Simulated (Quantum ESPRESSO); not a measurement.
# Cs2AgBiBr6 (Fm-3m) in Quantum ESPRESSO: reference runs

Reference runs on Cs2AgBiBr6: the cell as given.

Everything below comes from runs of Quantum ESPRESSO 7.5. Logs are shortened: lines on timing, memory, paths and dates and some standing lists are left out, and cuts for length are marked.

### Step 1. The structure

The structure is cubic, space group Fm-3m (No. 225). The conventional cell has a = 11.232 Å, b = 11.232 Å, c = 11.232 Å, α = 90.00°, β = 90.00°, γ = 90.00°. Bi (site symmetry m-3m) is surrounded by 6 Br at 2.81 Å. Cs (site symmetry -43m) has 12 Br at 3.97 Å as nearest neighbours. Around Ag (site symmetry m-3m) lie 6 Br at 2.80 Å. Br (site symmetry 4mm) has 1 Ag at 2.80 Å and 1 Bi at 2.81 Å as nearest neighbours.

### Step 2. Single point, PBE

Contents of pw.in:

```
&CONTROL
  calculation = 'scf'
  prefix = 'pwscf'
  outdir = './tmp'
  pseudo_dir = './pseudo'
  tprnfor = .true.
  tstress = .true.
  disk_io = 'nowf'
/
&SYSTEM
  ibrav = 0
  nat = 10
  ntyp = 4
  ecutwfc = 60
  ecutrho = 440
  nbnd = 61
  occupations = 'smearing'
  smearing = 'fd'
  degauss = 0.00367493
/
&ELECTRONS
  conv_thr = 2d-09
  electron_maxstep = 120
  mixing_beta = 0.5
/
ATOMIC_SPECIES
Bi   208.9804 Bi_pbe_v1.uspp.F.UPF
Cs   132.9055 Cs_pbe_v1.uspp.F.UPF
Ag   107.8682 Ag_ONCV_PBE-1.0.oncvpsp.upf
Br    79.9040 br_pbe_v1.4.uspp.F.UPF
CELL_PARAMETERS angstrom
   0.0000000000    5.6161000000    5.6161000000
   5.6161000000    0.0000000000    5.6161000000
   5.6161000000    5.6161000000    0.0000000000
ATOMIC_POSITIONS crystal
Bi     0.0000000000    0.0000000000    0.0000000000
Cs     0.7500000000    0.7500000000    0.7500000000
Cs     0.2500000000    0.2500000000    0.2500000000
Ag     0.5000000000    0.5000000000    0.5000000000
Br     0.7494500000    0.7494500000    0.2505500000
Br     0.2505500000    0.2505500000    0.7494500000
Br     0.7494500000    0.2505500000    0.2505500000
Br     0.7494500000    0.2505500000    0.7494500000
Br     0.2505500000    0.7494500000    0.7494500000
Br     0.2505500000    0.7494500000    0.2505500000
K_POINTS automatic
4 4 4 0 0 0
```

Potentials or basis: SSSP 1.3 efficiency PBE.

On the command line:

```console
> OMP_NUM_THREADS=1 mpirun -n 2 pw.x -nk 2 -in pw.in > pw.out
```

pw.out:

```text
This program is part of the open-source Quantum ESPRESSO suite
     for quantum simulation of materials; please cite
         "P. Giannozzi et al., J. Phys.:Condens. Matter 21 395502 (2009);
         "P. Giannozzi et al., J. Phys.:Condens. Matter 29 465901 (2017);
         "P. Giannozzi et al., J. Chem. Phys. 152 154105 (2020);
     in publications or presentations arising from this work. More details at

     Message from routine setup:
     using ibrav=0 with symmetry is DISCOURAGED, use correct ibrav instead

     K-points division:     npool     =       2
     Subspace diagonalization in iterative solution of the eigenvalue problem:
     a serial algorithm will be used

     G-vector sticks info
     --------------------
     sticks:   dense  smooth     PW     G-vecs:    dense   smooth      PW
     Sum        6829    3697   1027               372663   149629   21331

     Using Slab Decomposition

     bravais-lattice index     =            0
     lattice parameter (alat)  =      15.0089  a.u.
     unit-cell volume          =    2390.7331 (a.u.)^3
     number of atoms/cell      =           10
     number of atomic types    =            4
     number of electrons       =        94.00
     number of Kohn-Sham states=           61
     kinetic-energy cutoff     =      60.0000  Ry
     charge density cutoff     =     440.0000  Ry
     scf convergence threshold =      2.0E-09
     mixing beta               =       0.5000
     number of iterations used =            8  plain     mixing
     Exchange-correlation=  SLA  PW   PBX  PBC
                           (   1   4   3   4   0   0   0)

     celldm(1)=  15.008894  celldm(2)=   0.000000  celldm(3)=   0.000000
     celldm(4)=   0.000000  celldm(5)=   0.000000  celldm(6)=   0.000000

     crystal axes: (cart. coord. in units of alat)
               a(1) = (   0.000000   0.707107   0.707107 )
               a(2) = (   0.707107   0.000000   0.707107 )
               a(3) = (   0.707107   0.707107   0.000000 )

     reciprocal axes: (cart. coord. in units 2 pi/alat)
               b(1) = ( -0.707107  0.707107  0.707107 )
               b(2) = (  0.707107 -0.707107  0.707107 )
               b(3) = (  0.707107  0.707107 -0.707107 )

     PseudoPot. # 1 for Bi read from file:
     Bi_pbe_v1.uspp.F.UPF
     Pseudo is Ultrasoft + core correction, Zval = 15.0
     Generated by new atomic code, or converted to UPF format
     Using radial grid of  899 points,  6 beta functions with:
                l(1) =   0
                l(2) =   0
                l(3) =   1
                l(4) =   1
                l(5) =   2
                l(6) =   2
     Q(r) pseudized with  6 coefficients,  rinner =    1.000   1.000   1.000
                                                       1.000   1.000

     PseudoPot. # 2 for Cs read from file:
     Cs_pbe_v1.uspp.F.UPF
     Pseudo is Ultrasoft + core correction, Zval =  9.0
     Generated by new atomic code, or converted to UPF format
     Using radial grid of  905 points,  6 beta functions with:
                l(1) =   0
                l(2) =   0
                l(3) =   1
                l(4) =   1
                l(5) =   2
                l(6) =   2
     Q(r) pseudized with  6 coefficients,  rinner =    1.500   1.500   1.500
                                                       1.500   1.500

     PseudoPot. # 3 for Ag read from file:
     Ag_ONCV_PBE-1.0.oncvpsp.upf
     Pseudo is Norm-conserving, Zval = 19.0
     Generated using ONCVPSP code by D. R. Hamann
     Using radial grid of 1398 points,  6 beta functions with:
                l(1) =   0
                l(2) =   0
                l(3) =   1
                l(4) =   1
                l(5) =   2
                l(6) =   2

     PseudoPot. # 4 for Br read from file:
[... 38 lines left out ...]
        k(    2) = (   0.1767767   0.1767767  -0.1767767), wk =   0.2500000
        k(    3) = (  -0.3535534  -0.3535534   0.3535534), wk =   0.1250000
        k(    4) = (   0.3535534   0.0000000   0.0000000), wk =   0.1875000
        k(    5) = (  -0.1767767  -0.5303301   0.5303301), wk =   0.7500000
        k(    6) = (   0.0000000  -0.3535534   0.3535534), wk =   0.3750000
        k(    7) = (  -0.7071068   0.0000000   0.0000000), wk =   0.0937500
        k(    8) = (  -0.7071068   0.3535534   0.0000000), wk =   0.1875000

     Dense  grid:   372663 G-vectors     FFT dimensions: ( 108, 108, 108)

     Smooth grid:   149629 G-vectors     FFT dimensions: (  75,  75,  75)

     Initial potential from superposition of free atoms

     starting charge      92.9208, renormalised to      94.0000

     negative rho (up, down):  4.246E-02 0.000E+00
     Starting wfcs are   69 randomized atomic wfcs

     Self-consistent Calculation

     iteration #  1     ecut=    60.00 Ry     beta= 0.50
     Davidson diagonalization with overlap
     ethr =  1.00E-02,  avg # of iterations =  3.6

     Threshold (ethr) on eigenvalues was too large:
     Diagonalizing with lowered threshold

     Davidson diagonalization with overlap
     ethr =  3.38E-04,  avg # of iterations =  5.8

     negative rho (up, down):  4.166E-02 0.000E+00
[... 76 lines left out ...]
     iteration # 10     ecut=    60.00 Ry     beta= 0.50
     Davidson diagonalization with overlap
     ethr =  3.94E-12,  avg # of iterations =  4.4

     negative rho (up, down):  4.143E-02 0.000E+00

     End of self-consistent calculation

          k = 0.0000 0.0000 0.0000 ( 18883 PWs)   bands (ev):

   -86.0405 -49.5192 -49.5192 -49.5192 -18.6397 -18.6397 -18.5996 -18.5996
   -18.5996 -16.3129 -16.3064 -10.3985  -9.7420  -9.7420  -9.7420  -9.5286
    -9.5286  -5.9691  -3.2133  -3.2133  -3.2133  -3.1486  -3.1486  -3.1486
     0.1604   0.1604   0.1604   0.6408   0.6408   1.1266   1.1266   1.1266
     1.4869   2.3401   2.3401   2.3401   2.6287   2.6287   2.6287   2.8318
     2.8318   2.8318   3.2438   3.2438   3.2438   3.7589   3.7589   6.7976
     6.7976   6.7976   8.0957   8.9872   8.9872   9.5412   9.6550   9.8658
     9.8658   9.8658  10.1609  10.1609  10.1609

          k = 0.1768 0.1768-0.1768 ( 18792 PWs)   bands (ev):

   -86.0405 -49.5192 -49.5192 -49.5192 -18.6397 -18.6397 -18.5996 -18.5996
   -18.5996 -16.3117 -16.3072 -10.3535  -9.8160  -9.7245  -9.7245  -9.5492
    -9.5492  -5.9066  -3.1932  -3.1932  -3.1666  -3.1466  -3.1466  -3.1221
    -0.2198   0.0027   0.0027   1.0402   1.0402   1.1234   1.1702   1.1702
     1.7684   2.2176   2.2176   2.2821   2.6232   2.6232   2.7092   2.8322
     2.8322   2.8833   2.9557   2.9557   3.1436   3.3813   3.3813   6.2710
     7.4875   7.4875   8.6582   9.3362   9.3362   9.5846  10.0484  10.1640
    10.1640  10.2105  10.3695  10.3695  10.7369

          k =-0.3536-0.3536 0.3536 ( 18684 PWs)   bands (ev):

   -86.0405 -49.5192 -49.5192 -49.5192 -18.6397 -18.6397 -18.5996 -18.5996
   -18.5996 -16.3093 -16.3093 -10.2934  -9.9044  -9.7014  -9.7014  -9.5752
    -9.5752  -5.8437  -3.1598  -3.1598  -3.1580  -3.1580  -3.1075  -3.1066
    -0.4872  -0.0861  -0.0861   1.1473   1.2061   1.2061   1.6512   1.6686
     1.6686   2.1090   2.1090   2.1388   2.1388   2.4027   2.6395   2.6395
     2.8962   2.9371   2.9455   2.9455   3.0914   3.1901   3.1901   5.7533
     8.1931   8.1931   9.4107   9.5620   9.8795   9.8795  10.0819  10.0819
    10.6599  10.7810  10.9305  10.9305  11.2051

          k = 0.3536 0.0000 0.0000 ( 18830 PWs)   bands (ev):

   -86.0405 -49.5192 -49.5192 -49.5192 -18.6397 -18.6397 -18.5996 -18.5996
   -18.5996 -16.3116 -16.3073 -10.3430  -9.7744  -9.7461  -9.7461  -9.5912
    -9.5270  -5.8944  -3.1854  -3.1854  -3.1583  -3.1350  -3.1350  -3.1302
    -0.2229   0.1963   0.1963   0.6393   0.9156   1.0529   1.2019   1.2019
     1.9259   2.2027   2.2027   2.2576   2.3436   2.5358   2.6457   2.6457
     2.8203   2.8203   2.9507   2.9507   3.2356   3.4337   3.7559   7.0725
     7.0725   7.1918   8.8493   9.4223   9.5259   9.7354  10.0709  10.1876
    10.3358  10.3358  10.4048  10.5961  10.5961

          k =-0.1768-0.5303 0.5303 ( 18773 PWs)   bands (ev):

   -86.0405 -49.5192 -49.5192 -49.5192 -18.6397 -18.6397 -18.5996 -18.5996
   -18.5996 -16.3100 -16.3085 -10.2892  -9.8536  -9.7292  -9.7249  -9.6173
    -9.5469  -5.8407  -3.1615  -3.1510  -3.1367  -3.1358  -3.1151  -3.1106
    -0.2368   0.0246   0.0651   1.0667   1.0847   1.1769   1.2445   1.3291
     1.5103   1.8833   2.1234   2.1372   2.3251   2.4317   2.5863   2.6498
     2.7246   2.7364   2.8821   2.9056   3.0738   3.4229   3.9683   6.4578
     7.7549   7.8989   9.6064   9.8074  10.0577  10.0788  10.1166  10.4016
    10.6023  10.6103  10.8465  11.0191  11.1415

          k = 0.0000-0.3536 0.3536 ( 18771 PWs)   bands (ev):

   -86.0405 -49.5192 -49.5192 -49.5192 -18.6397 -18.6397 -18.5996 -18.5996
   -18.5996 -16.3104 -16.3082 -10.3031  -9.8568  -9.7473  -9.7015  -9.5752
    -9.5665  -5.8527  -3.1672  -3.1604  -3.1507  -3.1302  -3.1231  -3.1189
    -0.3671  -0.0854   0.2458   0.7344   1.1398   1.1873   1.1956   1.6734
     1.7866   2.0591   2.0899   2.1930   2.2610   2.4595   2.7023   2.7236
     2.7598   2.7728   2.8983   2.9384   3.0436   3.1659   3.6718   6.4813
     7.3083   8.1809   9.3614   9.7393   9.9324   9.9963  10.0094  10.5082
    10.5452  10.5885  10.6123  10.8060  10.9743

          k =-0.7071 0.0000 0.0000 ( 18670 PWs)   bands (ev):

   -86.0405 -49.5192 -49.5192 -49.5192 -18.6397 -18.6396 -18.5996 -18.5996
   -18.5996 -16.3102 -16.3081 -10.2845  -9.7501  -9.7501  -9.7469  -9.7139
    -9.5253  -5.8374  -3.1573  -3.1573  -3.1212  -3.1212  -3.1126  -3.1008
     0.2393   0.2393   0.3965   0.6008   0.6377   0.9700   1.0376   1.2604
     1.2604   1.9562   2.1868   2.3276   2.3276   2.3513   2.3513   2.4485
     2.6629   2.6629   2.8897   2.8897   3.2274   3.7530   4.4587   7.3060
     7.3060   7.6779   8.8445   9.7359  10.2360  10.3228  10.4368  10.4514
    10.7430  11.2018  11.4043  11.4043  11.4438

          k =-0.7071 0.3536 0.0000 ( 18680 PWs)   bands (ev):

   -86.0405 -49.5192 -49.5192 -49.5192 -18.6397 -18.6397 -18.5996 -18.5996
   -18.5996 -16.3092 -16.3092 -10.2742  -9.8348  -9.7485  -9.7485  -9.6079
    -9.5574  -5.8288  -3.1395  -3.1395  -3.1357  -3.1346  -3.1111  -3.1110
    -0.2464   0.3070   0.3070   0.6159   0.8361   1.1328   1.1328   1.2613
     1.8634   1.9829   1.9829   2.1716   2.3306   2.3453   2.3453   2.6908
     2.6908   2.7762   2.8842   2.9927   2.9927   3.1697   4.3575   7.1172
     7.5094   7.5094   9.7793  10.2444  10.2444  10.3519  10.4806  10.4806
    10.5292  10.7950  10.8892  11.2567  11.3306

     the Fermi energy is     5.1047 ev

!    total energy              =    -880.64864674 Ry
     estimated scf accuracy    <          7.0E-10 Ry
     smearing contrib. (-TS)   =      -0.00000003 Ry
     internal energy E=F+TS    =    -880.64864671 Ry

     The total energy is F=E-TS. E is the sum of the following terms:
     one-electron contribution =    -390.35668775 Ry
     hartree contribution      =     229.60311121 Ry
     xc contribution           =    -309.33396841 Ry
     ewald contribution        =    -410.56110177 Ry

     convergence has been achieved in  10 iterations

     negative rho (up, down):  4.143E-02 0.000E+00

     Forces acting on atoms (cartesian axes, Ry/au):

     atom    1 type  1   force =     0.00000000   -0.00000000   -0.00000000
     atom    2 type  2   force =     0.00000000    0.00000000   -0.00000000
     atom    3 type  2   force =    -0.00000000    0.00000000    0.00000000
     atom    4 type  3   force =     0.00000000   -0.00000000    0.00000000
     atom    5 type  4   force =     0.00000000   -0.00000000   -0.01098950
     atom    6 type  4   force =     0.00000000   -0.00000000    0.01098950
     atom    7 type  4   force =     0.01098950   -0.00000000    0.00000000
     atom    8 type  4   force =     0.00000000   -0.01098950   -0.00000000
     atom    9 type  4   force =    -0.01098950   -0.00000000    0.00000000
     atom   10 type  4   force =     0.00000000    0.01098950   -0.00000000

     Total force =     0.026919     Total SCF correction =     0.000071

     Computing stress (Cartesian axis) and pressure

     negative rho (up, down):  4.143E-02 0.000E+00
          total   stress  (Ry/bohr**3)                   (kbar)     P=       18.38
   0.00012493   0.00000000   0.00000000           18.38        0.00        0.00
   0.00000000   0.00012493  -0.00000000            0.00       18.38       -0.00
   0.00000000  -0.00000000   0.00012493            0.00       -0.00       18.38

=------------------------------------------------------------------------------=
   JOB DONE.
=------------------------------------------------------------------------------=
```

It took 92 s on 2 MPI ranks of AMD EPYC 9R45 (Zen 5), shared host; peak memory 1.9 GiB.

Results:

```yaml
Free_energy: -11981.8352 eV
Pressure: 1.8 GPa
Largest_force: 0.283 eV/Å
Band_gap_on_the_k_mesh: 1.29 eV, indirect (least direct gap 2.49 eV)
```

Forces in eV/Å, atoms in the order of the input:
```
Bi   0.000  0.000  0.000
Cs   0.000  0.000  0.000
Cs   0.000  0.000  0.000
Ag   0.000  0.000  0.000
Br   0.000  0.000 -0.283
Br   0.000  0.000  0.283
Br   0.283  0.000  0.000
Br   0.000 -0.283  0.000
Br  -0.283  0.000  0.000
Br   0.000  0.283  0.000
```

Caveat: spin-orbit coupling is left out, which as a rule narrows the gap of such compounds by several tenths of an eV. A k mesh can miss the band edges.
